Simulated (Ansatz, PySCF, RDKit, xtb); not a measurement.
**Isomers of C4H4O3, a sample narrowed down**

Which of a sample of isomers of C4H4O3 is the most stable in the gas at 298.15 K, and what are its properties? The sample is small against all isomers, and the most stable one of this formula need not be in it.

The funnel: GFN2-xTB relaxations, single points with a density functional, relaxations at B3LYP/def2-SVP, harmonic vibrations (at GFN2-xTB), and a last energy at a higher level. All values are calculated.

**1. Drawing up candidates**

Isomers were taken from a list of plausible structures; this is a sample, not all of them. That gives 14 candidates.

| label | SMILES | spin |
| --- | --- | --- |
| c011 | COC1=CC(=O)O1 | singlet |
| c148 | Oc1ccoc1O | singlet |
| c171 | O=C=CCC(=O)O | singlet |
| c237 | O=C1COC=CO1 | singlet |
| c239 | O=C(O)C1=CCO1 | singlet |
| c326 | O=C[C@@H]1CC(=O)O1 | singlet |
| c427 | O=CCC(=O)C=O | singlet |
| c485 | O=C=CCOC=O | singlet |
| c537 | O=C1OC=C1CO | singlet |
| c544 | Cc1coc(=O)o1 | singlet |
| c824 | O=C1C=COCO1 | singlet |
| c881 | O=C/C=C/C(=O)O | singlet |
| c988 | O=C1COCC1=O | singlet |
| c995 | O=COC1=CCO1 | singlet |

Candidates are built by distance geometry, with a force field where one applies, in up to four conformers (letters a to d).

**Question.** With final energies at CCSD(T)/def2-SVP + MP2/def2-TZVPP - MP2/def2-SVP, which structure will this search put lowest in free energy, and by what margin?

| quantity | value |
| --- | --- |
| lowest structure found | Cc1coc(=O)o1, singlet |
| next finalist | O=C1C=COCO1, singlet, 9.4 kcal/mol higher in G |
| share at equilibrium, among the finalists | 100.0 % |
| dipole moment (PBE0/def2-SVPD) | 5.23 D |
| HOMO energy (PBE0/def2-SVPD) | -7.21 eV |
| LUMO energy (PBE0/def2-SVPD) | -0.01 eV |
| HOMO–LUMO gap (PBE0/def2-SVPD) | 7.20 eV |
| lowest excitation (TD-PBE0/def2-SVPD) | 6.33 eV (f = 0.007) |
| strongest of the states computed, same level | 6.63 eV (f = 0.202) |
| lowest triplet excitation, same level, Tamm-Dancoff | 4.19 eV |
| vertical ionisation energy | 9.35 eV |
| vertical electron affinity | -1.39 eV (unbound: the value depends on the basis) |
| vertical triplet less singlet | +4.16 eV |

The lowest structure found is `Cc1coc(=O)o1`. The margin of 9.4 kcal/mol over the next finalist is beyond the usual error of the last level; it says nothing of structures that weren't ranked. GFN2-xTB, HF/STO-3G, r2SCAN-D4/def2-SVP, B3LYP/def2-SVP, HF/def2-SVP and MP2/def2-SVP already put its bonding pattern lowest among the structures in one piece. Lowest found is not proven lowest: the search is finite, and each finalist counts with one conformer. Only 14 drawn patterns were tried, so whole families of isomers are missing, and the result ranks this sample alone.
